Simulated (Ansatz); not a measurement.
# PbS (Fm-3m): short molecular-dynamics run from a Python script

How do the atoms of PbS (Fm-3m) move over a short run? Wanted for PbS (Fm-3m): a short molecular-dynamics run.

The COD entry's cell or inner coordinates are ideal or old and differ from later refinements, so a difference from it is no clean test against experiment.

All numbers are computed with Ansatz 0.2.0, driven from Python. Level of theory: DFT PBE, plane waves, PAW.

### 1 The system

It takes space group Fm-3m (No. 225, cubic). Conventional cell: a = 5.931 Å, b = 5.931 Å, c = 5.931 Å, α = 90.00°, β = 90.00°, γ = 90.00°. Around Pb (site symmetry m-3m) lie 6 S at 2.97 Å. S (site symmetry m-3m) is surrounded by 6 Pb at 2.97 Å.

The script holds or builds the structure itself.

### 2 Script

The input, run_md.py:

```python
import warnings

import ansatz as az
from ase import Atoms
from ase.neighborlist import neighbor_list
import numpy as np

OCCUPATIONS = "Methfessel-Paxton"
SIGMA = 0.05
XC = "pbe"
N_STEPS = 12
TEMPERATURE_K = 1200


def main() -> None:
    warnings.simplefilter("ignore", az.DeckWarning)

    atoms = Atoms(
        ["Pb", "S"],
        scaled_positions=[
            (0.0, 0.0, 0.0),
            (0.5, 0.5, 0.5),
        ],
        cell=[
            (0.0, 2.96575, 2.96575),
            (2.96575, 0.0, 2.96575),
            (2.96575, 2.96575, 0.0),
        ],
        pbc=True,
    )
    cell = az.Crystal.from_ase(atoms)

    setup = (
        cell.supercell(2, 2, 1).calculation()
        .occupations(OCCUPATIONS, width=SIGMA)
        .basis(16 * az.Ha)
        .kpoints(2)
        .functional(XC)
        .md("nvt_langevin", timestep=3.0 * az.fs, steps=N_STEPS, temperature=TEMPERATURE_K, friction=0.005, initial_velocities="maxwell_boltzmann", seed=101)
    )
    steps = []


    def collect(event):
        if event["event"] == "md_step":
            steps.append(event["data"])


    res = setup.session().plan().execute(on_event=collect)
    r = res.report

    print(" step   t (fs)     E_pot (eV)   E_kin (eV)    T (K)")
    for s in steps[::2]:
        print(f"{s['step']:5d} {s['time_fs']:8.1f} {s['lagrangian_ev']:14.4f} {s['e_kin_ev']:12.4f} {s['temperature_k']:8.1f}")

    temperature = np.array([s["temperature_k"] for s in steps])
    print(f"mean temperature of the second half {temperature[len(steps) // 2 :].mean():.1f} K")

    symbols = [site.symbol for site in res.lattice.sites]
    pairs = np.concatenate([neighbor_list("d", Atoms(symbols, positions=s["positions_ang"], cell=res.lattice.cell_ang, pbc=True), 4.5) for s in steps[len(steps) // 2 :]])
    counts, edges = np.histogram(pairs, bins=np.arange(0.5, 4.51, 0.25))
    for low, count in zip(edges, counts / (len(symbols) * len(steps[len(steps) // 2 :]))):
        print(f"{low:4.2f}-{low + 0.25:4.2f} A  {count:6.2f} neighbours an atom")

    track = np.array([s["positions_ang"] for s in steps])
    names = np.array([site.symbol for site in res.lattice.sites])
    for name in sorted(set(names)):
        msd = ((track[:, names == name] - track[0, names == name]) ** 2).sum(axis=2).mean(axis=1)
        print(f"mean square displacement of {name} (A^2):", np.round(msd[:: max(len(msd) // 6, 1)], 4))


if __name__ == "__main__":
    main()
```

### 3 Running it

The run is started by

```bash
> python run_md.py
```

Q: Predict the main results. Wanted: free energy; mean temperature, second half; farthest move.

**Answer**, as computed:

| quantity | value |
| --- | --- |
| free energy | -51237.3418 eV (of the supercell) |
| length of the run | 12 steps, 36 fs |
| mean temperature, second half | 725 K |
| farthest move | 0.31 Å |

What this shows: The temperature swings between 669 and 1084 K, with a mean of 725 K in the second half; 8 atoms fluctuate widely. A run of 36 fs is far too short for averages. Caveats:
- The k-point mesh is coarse, and energy and stress weren't tested for convergence.
- Of the deposited cell: the entry's cell lengths or inner coordinates differ somewhat from later room-temperature determinations.
- Spin-orbit coupling, which matters for elements this heavy, is left out.
- A small cell, a coarse mesh and a very short run: it shows the set-up and gives no equilibrium averages.
